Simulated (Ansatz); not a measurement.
**CH3Cl2In: basis-set convergence**

An exercise on one series of results from a longer session: the logs are not shown, and one member is left open.

Computed with Ansatz 0.2.0, Gaussian basis. Level: one geometry, several basis sets.

Levels to be run: PBE0-D4/def2-SVP; ωB97M-V/def2-SVP; PBE0-D4/def2-QZVPP; ωB97M-V/def2-QZVPP; the functionals' def2-TZVPP values are taken from earlier runs.

**The geometry**

An earlier PBE0-D4 in a triple-zeta def2 set relaxation fixed the geometry. In takes the def2 core potential; no spin-orbit term is included.

SMILES `Cl[CH](Cl)[InH2]`, 7 atoms, charge 0, spin multiplicity 1.

Atoms are counted from 1 here; the program's logs count them from 0.

Bond lengths: Cl1–C2 1.766 Å, C2–Cl3 1.805 Å, C2–In4 2.188 Å, C2–H5 1.086 Å, In4–H6 1.711 Å, In4–H7 1.716 Å. Angles: Cl1–C2–Cl3 111.1°, Cl1–C2–In4 116.2°, Cl1–C2–H5 107.0°, Cl3–C2–In4 98.5°, Cl3–C2–H5 105.4°, In4–C2–H5 117.9°, C2–In4–H6 114.7°, C2–In4–H7 116.2°, H6–In4–H7 129.0°.

Set-up of the first run:

Input file in.yaml:

```yaml
crystal:
  periodic: [false, false, false]
  atoms:
    - {symbol: Cl, position_ang: [-0.817204, -1.640352, 1.429124]}
    - {symbol: C, position_ang: [0.174076, -0.903848, 0.166046]}
    - {symbol: Cl, position_ang: [1.831737, -0.529316, 0.775123]}
    - {symbol: In, position_ang: [-0.402316, 1.111679, -0.460994]}
    - {symbol: H, position_ang: [0.314121, -1.655091, -0.605704]}
    - {symbol: H, position_ang: [-1.046457, 2.090472, 0.785375]}
    - {symbol: H, position_ang: [-0.053957, 1.526446, -2.088970]}
basis:
  gaussian: {orbitals: def2-SVP}
hamiltonian: {xc: pbe0, dispersion: d4}
output: {orbitals: {seedname: orbitals}}
```

The run is started by

```
$ ansatz run in.yaml --threads 2 --pin off --events-out ev --progress --plain --max-ram 4352MiB
```

Steps of the session up to this table: PBE0-D4 in def2-SVP; ωB97M-V in def2-SVP; PBE0-D4 in def2-QZVPP; ωB97M-V in def2-QZVPP.

One table of the session follows, with a row left open; its other results are not shown here.

It belongs to the step «Functionals by basis». 

```
functional       basis  HOMO (eV)  LUMO (eV)
   PBE0-D4    def2-SVP      -7.14      -1.76
   PBE0-D4  def2-TZVPP      -7.25      -1.86
   PBE0-D4  def2-QZVPP      -7.28      -1.88
   ωB97M-V    def2-SVP          ?          ?
   ωB97M-V  def2-TZVPP      -9.39      -0.36
   ωB97M-V  def2-QZVPP      -9.44      -0.42
```

**Question.** Estimate the row for ωB97M-V, def2-SVP.

**Answer.** HOMO (eV): -9.24; LUMO (eV): -0.16. In the column «HOMO (eV)» it lies between ωB97M-V, def2-TZVPP (-9.39) and PBE0-D4, def2-QZVPP (-7.28).
